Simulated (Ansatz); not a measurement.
# Sc2TiTe3: the cost of one run

Program: Ansatz 0.2.0. Level of theory: DFT PBE, scalar-relativistic, plane waves, PAW. These are calculated values, not measurements.

### 1 The starting structure

It takes space group P-3m1 (No. 164, trigonal). The conventional cell has a = 4.204 Å, b = 4.204 Å, c = 10.374 Å, α = 90.00°, β = 90.00°, γ = 120.00°. Sc (site symmetry 3m) has 6 Te at 3.05 Å in its first shell of neighbours. Around Ti (site symmetry -3m) lie 6 Te at 2.85 Å. Te (site symmetry 3m) is surrounded by 3 Ti at 2.85 Å and 3 Sc at 3.05 Å. Around Te (site symmetry -3m) lie 6 Sc at 3.05 Å.

Structure file:

```cif
data_structure
_symmetry_space_group_name_H-M 'P-3m1'
_symmetry_Int_Tables_number 164
_cell_length_a 4.2044
_cell_length_b 4.2044
_cell_length_c 10.3736
_cell_angle_alpha 90.000
_cell_angle_beta 90.000
_cell_angle_gamma 120.000
_cell_volume 158.80
loop_
_atom_site_label
_atom_site_type_symbol
_atom_site_symmetry_multiplicity
_atom_site_Wyckoff_symbol
_atom_site_fract_x
_atom_site_fract_y
_atom_site_fract_z
_atom_site_occupancy
Sc1 Sc 2 d 0.33333 0.66667 0.82198 1
Ti1 Ti 1 b 0.00000 0.00000 0.50000 1
Te1 Te 2 d 0.66667 0.33333 0.64396 1
Te2 Te 1 a 0.00000 0.00000 0.00000 1
```

Recipe of the guess: close-packed anion layers stacked ABC|A, with sites between them filled layer by layer (P-3m1, No. 164). Its size is a rough estimate.

### 2 Probe: one point on a coarse mesh

Input file input.yaml:

```yaml
crystal:
  lattice:
    - [4.20436707, 0.0, 0.0]
    - [-2.10218353, 3.64108869, 0.0]
    - [0.0, 0.0, 10.37357699]
  atoms:
    - { symbol: Sc, position: [0.33333333, 0.66666667, 0.82198132] }
    - { symbol: Sc, position: [0.66666667, 0.33333333, 0.17801868] }
    - { symbol: Ti, position: [0.0, 0.0, 0.5] }
    - { symbol: Te, position: [0.66666667, 0.33333333, 0.64396263] }
    - { symbol: Te, position: [0.0, 0.0, 0.0] }
    - { symbol: Te, position: [0.33333333, 0.66666667, 0.35603737] }
basis:
  ecutwfc: 420
kpoints:
  mp_grid: { grid: [6, 6, 2] }
hamiltonian:
  xc: pbe
scf:
  occupations: { method: gaussian, width: 0.1 }
  lower_state_search: "off"
output:
  forces: true
  stress: true
  eigenvalues: true
```

Started as:

```console
$ ansatz run input.yaml --threads 1 --pin off --max-ram 2560MiB --backend cpu --events-out ev --progress --plain --runs-dir out
```

Q: Estimate wall time and peak memory on 1 thread of Arm Neoverse N1, shared host.

About 13 s, with a peak of 0.45 GiB.
